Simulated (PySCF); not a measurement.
# C3H5BF2S: the cost of one run

The runs use PySCF 2.14.0, with density-fitted response routines of our own; the level of theory stands in each step. All values are computed, except where a source is named. Atoms are numbered from 0 throughout.

### 1 The starting structure

12 atoms, charge 0, multiplicity 1; geometry from: GFN2-xTB. The atoms were then displaced at random by about 0.01 Å, so the start is not that level's minimum.

Bonds of the start (Å): C0–C1 1.37, C1–S2 1.76, S2–C3 1.87, C1–B4 1.56, B4–F5 1.32, B4–F6 1.31, C0–H7 1.05, C0–H8 1.05, C3–H9 1.07, C3–H10 1.06, C3–H11 1.09.

### 2 Geometry optimisation at PBE0-D3(BJ)/def2-SVP

What the job is given:

```
{"job": {"xc": "PBE0", "basis": "def2-SVP", "d3": "d3bj", "grid": 1, "shake": 0.01, "kind": "geom"}, "charge": 0, "multiplicity": 1}
C     -0.118790    -1.314680     0.217300
C     -0.705800    -0.121350    -0.113270
S      0.166210     1.405880    -0.238740
C      1.930440     0.945960     0.172160
B     -2.227460    -0.021000    -0.426220
F     -2.851070     1.103240    -0.739820
F     -2.998870    -1.077490    -0.366470
H     -0.736140    -2.167260     0.261130
H      0.904460    -1.410470     0.449660
H      2.266820     0.227670    -0.542850
H      2.462750     1.859600     0.128670
H      1.947150     0.541620     1.189410
```

Launch:

```sh
$ OMP_NUM_THREADS=1 python probes_run.py task.json out
```

The driver reads the jobs from task.json and runs them one after another.

Q: Estimate the wall time and peak memory of this first job on 1 thread of Arm Neoverse V1, shared host.

About 60 s, with a peak of 0.53 GiB.
